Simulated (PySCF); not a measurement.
# KB⁺ with other numerical set-ups

Which parts of the numerical set-up matter for KB⁺? Each run edits the base script.

Computed with PySCF 2.14.0. Level: each script names its method and basis.

4 further runs of the same task are left out: 4 that didn't finish.

**1. The system as given**

KB⁺: 2 atoms, charge 1, spin multiplicity 2.

Bond lengths: K1–B2 2.717 Å.

**2. The base run**

File input.py:

```python
from pyscf import gto, scf
from pyscf.hessian import thermo

mol = gto.M(
    atom='K 0 0 0; B 0 0 2.717',
    basis='def2-svp',
    charge=1,
    spin=1,
    symmetry=True,
    verbose=4,
)
mf = scf.UHF(mol)
mf.kernel()
hess = mf.Hessian().kernel()
print('wavenumber (cm^-1) =', thermo.harmonic_analysis(mol, hess)['freq_wavenumber'].round(1))
mf.dip_moment()
print('orbital energies (hartree):', [e[max(0, n-3):n+3].round(4) for e, n in zip(mf.mo_energy, mol.nelec)])
```

Run with:

```sh
$ OMP_NUM_THREADS=1 python input.py
```

The log of this run is left out.

It gives: E(SCF) = -623.427409 Eh, 11 cycles, ⟨S²⟩ = 0.756, wavenumbers 410 cm⁻¹.

The bond length is a typed value, not an optimised one, so the wavenumber is not that of the minimum. The dipole of an ion depends on the origin.

**3. Sto-3g**

Edit 1 changes basis set: def2-svp → sto-3g.

File input.py:

```python
from pyscf import gto, scf
from pyscf.hessian import thermo

mol = gto.M(
    atom='K 0 0 0; B 0 0 2.717',
    basis='sto-3g',
    charge=1,
    spin=1,
    symmetry=True,
    verbose=4,
)
mf = scf.UHF(mol)
mf.kernel()
hess = mf.Hessian().kernel()
print('wavenumber (cm^-1) =', thermo.harmonic_analysis(mol, hess)['freq_wavenumber'].round(1))
mf.dip_moment()
print('orbital energies (hartree):', [e[max(0, n-3):n+3].round(4) for e, n in zip(mf.mo_energy, mol.nelec)])
```

Run with:

```sh
$ OMP_NUM_THREADS=1 python input.py
```

**4. Cartesian functions on**

Edit 2 changes Cartesian functions: off → on.

Edit input.py of step 2 so:

```diff
@@ -9,2 +9,3 @@
     symmetry=True,
+    cart=True,
     verbose=4,
```

**5. 3-21g**

Edit 3 changes basis set: def2-svp → 3-21g.

Edit input.py of step 2 so:

```diff
@@ -5,3 +5,3 @@
     atom='K 0 0 0; B 0 0 2.717',
-    basis='def2-svp',
+    basis='3-21g',
     charge=1,
```

Before running it: what results should come out? Wanted: for each run, E(SCF); from base; gap, α spin; after the SCF.

The runs gave:

```tsv
run	E(SCF) (hartree)	from base (eV)	cycles	gap, α spin (eV)	functions	after the SCF
base	-623.427409	0	11	10.25	38	highest mode 410 cm⁻¹
sto-3g	-617.194666	+169.6016	10	11.80	18	highest mode 465 cm⁻¹
Cartesian functions on	-623.431368	-0.1077	11	10.29	41	highest mode 409 cm⁻¹
3-21g	-620.391270	+82.6176	10	9.95	26	highest mode 418 cm⁻¹
```

**Reading.** The largest comparable shift of the SCF energy, +169.602 eV, comes with the run “sto-3g”. sto-3g (18 functions) gives an energy 169.60 eV higher than def2-svp (38). 3-21g (26 functions) gives an energy 82.62 eV higher than def2-svp (38).
